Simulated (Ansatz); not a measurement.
# C₄H₃IO: ionisation energy by level of theory

An exercise on one series of results from a longer session: the logs are not shown, and one member is left open.

Method: unrestricted cation, the program's frozen cores in correlated methods; program: Ansatz 0.2.0, Gaussian basis.

Levels to be run: UKS PBE-D4/def2-TZVPP; UKS r2SCAN-D4/def2-TZVPP; UKS PBE0-D4/def2-TZVPP; UKS B3LYP-D4/def2-TZVPP; UKS wB97X-V/def2-TZVPP; UKS wB97M-V/def2-TZVPP; UKS B2PLYP/def2-TZVPP; UHF-CCSD(T)/def2-TZVPP; UHF-MP2/def2-QZVPP; extrapolation to the limit; then −ε(HOMO) from the neutral's earlier runs with LDA (SPW92), PBE-D4, revPBE-D4, BLYP-D4, r2SCAN-D4, B97M-V, PBE0-D4, B3LYP-D4, r2SCANh-D4, r2SCAN0-D4, HSE06-D4, BHLYP-D4, CAM-B3LYP-D4, LC-ωPBE, ωB97X-V, ωB97M-V.

### The relaxed structure

An earlier PBE0-D4 in a triple-zeta def2 set relaxation fixed the geometry. I takes the def2 core potential; no spin-orbit term is included.

9 atoms, charge 0, spin multiplicity 1.

Atoms are counted from 1 here; the program's logs count them from 0.

Bond lengths: I1–C2 2.048 Å, C2–C3 1.355 Å, C2–O6 1.348 Å, C3–C4 1.426 Å, C3–H7 1.077 Å, C4–C5 1.352 Å, C4–H8 1.078 Å, C5–O6 1.355 Å, C5–H9 1.077 Å. Angles: I1–C2–C3 131.7°, I1–C2–O6 117.3°, C3–C2–O6 111.1°, C2–C3–C4 105.5°, C2–C3–H7 126.4°, C4–C3–H7 128.1°, C3–C4–C5 106.3°, C3–C4–H8 127.2°, C5–C4–H8 126.5°, C4–C5–O6 110.5°, C4–C5–H9 133.7°, O6–C5–H9 115.8°, C2–O6–C5 106.6°.

Set-up of the first run:

File in.yaml:

```yaml
crystal:
  periodic: [false, false, false]
  atoms:
    - {symbol: I, position_ang: [0.369898, 1.016560, -2.971061]}
    - {symbol: C, position_ang: [0.120349, 0.374964, -1.042481]}
    - {symbol: C, position_ang: [0.631198, -0.686999, -0.373234]}
    - {symbol: C, position_ang: [0.089903, -0.604066, 0.943685]}
    - {symbol: C, position_ang: [-0.698606, 0.494434, 0.961542]}
    - {symbol: O, position_ang: [-0.689560, 1.104330, -0.248937]}
    - {symbol: H, position_ang: [1.304345, -1.428881, -0.769211]}
    - {symbol: H, position_ang: [0.268771, -1.278272, 1.765855]}
    - {symbol: H, position_ang: [-1.307800, 0.961627, 1.716840]}
basis:
  gaussian: {orbitals: def2-TZVPP}
total_charge: 1
magnetization: {spin_polarized: true, initial_magnetization: 1}
hamiltonian: {xc: pbe, dispersion: d4}
```

Command:

```sh
> ansatz run in.yaml --threads 2 --pin off --events-out ev --progress --plain --max-ram 32768MiB --backend cpu
```

Steps of the session up to this table: Cation, UKS PBE-D4/def2-TZVPP; Cation, UKS r2SCAN-D4/def2-TZVPP; Cation, UKS PBE0-D4/def2-TZVPP; Cation, UKS B3LYP-D4/def2-TZVPP; Cation, UKS wB97X-V/def2-TZVPP; Cation, UKS wB97M-V/def2-TZVPP; Cation, UKS B2PLYP (frozen core)/def2-TZVPP; Cation, UHF-CCSD(T)/def2-TZVPP; Cation, UHF-MP2/def2-QZVPP.

One table of the session follows, with a row left open; its other results are not shown here.

It belongs to the step «Ionisation energies side by side». For comparison, −ε(HOMO) of the neutral from earlier runs:

| functional | −ε(HOMO) (eV) |
| --- | --- |
| LDA (SPW92) | 5.70 |
| PBE-D4 | 5.50 |
| revPBE-D4 | 5.43 |
| BLYP-D4 | 5.33 |
| r2SCAN-D4 | 5.67 |
| B97M-V | 5.65 |
| PBE0-D4 | ? |
| B3LYP-D4 | 6.30 |
| r2SCANh-D4 | 6.05 |
| r2SCAN0-D4 | 6.62 |
| HSE06-D4 | 6.11 |
| BHLYP-D4 | 7.33 |
| CAM-B3LYP-D4 | 7.72 |
| LC-ωPBE | 9.02 |
| ωB97X-V | 8.66 |
| ωB97M-V | 8.57 |

**Question.** Estimate the row for PBE0-D4.

The run gave: −ε(HOMO) (eV): 6.50. In the column «−ε(HOMO) (eV)» it lies between B3LYP-D4 (6.30) and r2SCAN0-D4 (6.62).
